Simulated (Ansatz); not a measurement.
# UCCSD(T)/aug-cc-pVTZ run of OH (SMILES [OH])

What is the electronic atomisation energy of OH at UCCSD(T)/aug-cc-pVTZ? 

The calculation is run with Ansatz 0.2.0.

28 further runs of the same task are left out: 28 set aside as unsound or not needed.

### 1 The molecule

OH has 2 atoms, charge 0, and is taken as a doublet. As SMILES, `[OH]`. Geometry: relaxed at PBE0-D4/def2-TZVP.

Bond lengths: O1–H2 0.973 Å.

### 2 A single-point energy at UCCSD(T)/aug-cc-pVTZ

Contents of input.yaml:

```yaml
crystal:
  periodic: [false, false, false]
  atoms:
    - {symbol: O, position_ang: [0.415880, -0.133150, 0.214550]}
    - {symbol: H, position_ang: [-0.415880, 0.133150, -0.214550]}
basis:
  gaussian:
    orbitals: aug-cc-pVTZ
magnetization:
  spin_polarized: true
  initial_magnetization: 1
correlation:
  method: ccsd_t
  frozen_orbitals: {H: 0, O: 1}
accuracy: high
scf:
  omitted_lower_state_checks: [cluster_reference, increment]
```

Started as:

```console
$ ansatz run input.yaml --threads 1 --pin off --max-ram 3480MiB --events-out events.jsonl --progress --plain --runs-dir runs
```

Output:

```text
Warning: RAYON_NUM_THREADS=1 ignored (pool sized by the plan → 1); use --threads N
[... 12 lines left out ...]
1 core orbitals not correlated: weight in the atoms' cores, before any rotation towards them, 1.000 or more for the frozen orbitals, at most 0.000 for the correlated occupied ones
[... 25 lines left out ...]
Total energy: -2058.42126429 eV, -75.6455862147 hartree
Checks for a lower state left out: cluster_reference, increment
```

Run time: 3.3 s. Hardware: 1 thread of Arm Neoverse V2, shared host; peak memory 0.37 GiB.

### 3 The H atom: the energy at UHF/aug-cc-pVTZ

Contents of in.yaml:

```yaml
crystal:
  periodic: [false, false, false]
  atoms:
    - {symbol: H, position_ang: [0.000000, 0.000000, 0.000000]}
basis:
  gaussian:
    orbitals: aug-cc-pVTZ
magnetization:
  spin_polarized: true
  initial_magnetization: 1
hamiltonian:
  xc: hf
accuracy: high
```

Run the same way, it converges to -0.49982 Eh (log not shown).

### 4 The O atom at the same level

Contents of in.yaml:

```yaml
crystal:
  periodic: [false, false, false]
  atoms:
    - {symbol: O, position_ang: [0.000000, 0.000000, 0.000000]}
basis:
  gaussian:
    orbitals: aug-cc-pVTZ
accuracy: high
correlation:
  method: ccsd_t
  frozen_orbitals: {O: 1}
magnetization:
  spin_polarized: true
  initial_magnetization: 2
scf:
  omitted_lower_state_checks: [cluster_reference, increment]
```

Started as:

```console
$ ansatz run in.yaml --threads 1 --pin off --max-ram 3480MiB --events-out events.jsonl --progress --plain --runs-dir runs
```

Output:

```text
Warning: RAYON_NUM_THREADS=1 ignored (pool sized by the plan → 1); use --threads N
[... 13 lines left out ...]
1 core orbitals not correlated: weight in the atoms' cores, before any rotation towards them, 1.000 or more for the frozen orbitals, at most 0.000 for the correlated occupied ones
[... 23 lines left out ...]
Total energy: -2040.28123141 eV, -74.9789523019 hartree
Checks for a lower state left out: cluster_reference, increment
```

It took 0.95 s on 1 thread of Arm Neoverse V2, shared host; peak memory 0.15 GiB.

### 5 Results

Level: UCCSD(T)/aug-cc-pVTZ, 1 core orbital frozen.

| quantity | value |
| --- | --- |
| molecule: total energy | -75.64559 Eh |
| molecule: correlation energy (1 core orbital frozen) | -224.1 mEh |
| molecule: (T) correction | -5.89 mEh |
| molecule: ⟨S²⟩ of the reference determinant | 0.757 |
| molecule: T1 diagnostic | 0.010 |
| H atom: total energy | -0.49982 Eh |
| H atom: ⟨S²⟩ | 0.750 |
| O atom: total energy | -74.97895 Eh |
| O atom: correlation energy (1 core orbital frozen) | -166.0 mEh |
| O atom: (T) correction | -3.43 mEh |
| O atom: ⟨S²⟩ of the reference determinant | 2.009 |
| O atom: T1 diagnostic | 0.008 |
| electronic atomisation energy | 4.539 eV |

What this shows: Taking the molecule apart into free atoms costs 4.54 eV (105 kcal/mol), before zero-point energy and without spin-orbit coupling. The triples (molecule) make up 2.6 % of the correlation energy. The triples (O atom) make up 2.1 % of the correlation energy.
